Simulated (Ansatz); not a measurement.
This script drives the Ansatz DFT code, driven from Python.

`smear_cabr.py`
```python
import ansatz as az

crystal = (
    az.Lattice.from_parameters(4.084148, 4.084148, 9.672126, alpha=90.0, beta=90.0, gamma=120.0)
    .atom("Ca", [1 / 3, 2 / 3, 0.340512])
    .atom("Ca", [2 / 3, 1 / 3, 0.840512])
    .atom("Br", [1 / 3, 2 / 3, 0.034488])
    .atom("Br", [2 / 3, 1 / 3, 0.534488])
)

model = crystal.calculation()
model = model.scf(extra_bands=6)
model = model.basis(470, xc_grid=3).functional(az.Functional.PBE)
model = model.kpoints(7, 7, 3).eigensolver("davidson", full_accuracy=True)
model = model.forces()
model = model.stress()

rows = []
for value in [0.3, 0.2, 0.1, 0.05]:
    report = model.occupations("cold", width=value).run().report
    rows.append((value, report["free_energy_ev"] / len(report["lattice"]["sites"]), report["n_iterations"], sum(report["stress_gpa"][i][i] for i in range(3)) / 3, max(abs(f) for row in report["forces_ev_ang"] for f in row), report["n_kpoints"]))

print("  width (eV)   F/atom (eV)    iterations       P (GPa)  max component (eV/A)      k-points")
for row in rows:
    print(f"{str(row[0]):>12s}  {row[1]:12.5f}  {row[2]:12d}  {row[3]:12.3f}  {row[4]:20.4f}  {row[5]:12d}")

for row in rows[:-1]:
    shift = 1000 * (row[1] - rows[-1][1])
    print(f"{row[0]}: {shift:+.2f} meV/atom" + ("  (within 1 meV)" if abs(shift) < 1 else ""))
```

It is started by `python smear_cabr.py`. Estimate its wall time and peak memory on 1 thread of AMD EPYC 9R45 96-Core Processor (Zen 5), with other jobs on the host.

It took about 20 s, with a peak of 0.48 GiB, for 4 runs of the engine.

`python smear_cabr.py` gives:
```text
  width (eV)   F/atom (eV)    iterations       P (GPa)  max component (eV/A)      k-points
         0.3   -2301.24328             7         0.497                0.1157            16
         0.2   -2301.23969             7         0.488                0.1343            16
         0.1   -2301.23748             7         0.466                0.1521            16
        0.05   -2301.23676             7         0.458                0.1546            16
0.3: -6.52 meV/atom
0.2: -2.93 meV/atom
0.1: -0.72 meV/atom  (within 1 meV)
```

Going from 0.05 to 0.3 eV changes F by -6.5 meV an atom. This scheme is built to cancel the term in the square of the width, but that needs a smooth density of states and a fine mesh, and here a sizeable shift remains. The pressure moves from 0.46 to 0.50 GPa.

For a metal this k-point mesh is coarse: on a finer one energies can move by several to tens of meV an atom and pressures by half a GPa or more, differences at one mesh by less. The free energy holds a sizeable smearing term, which stands for no physical temperature. The narrowest width needs the finest mesh, so the last row is no converged reference. Pressure is positive in compression. The structure comes from a database of computed cells and needn't be a stable or known phase.
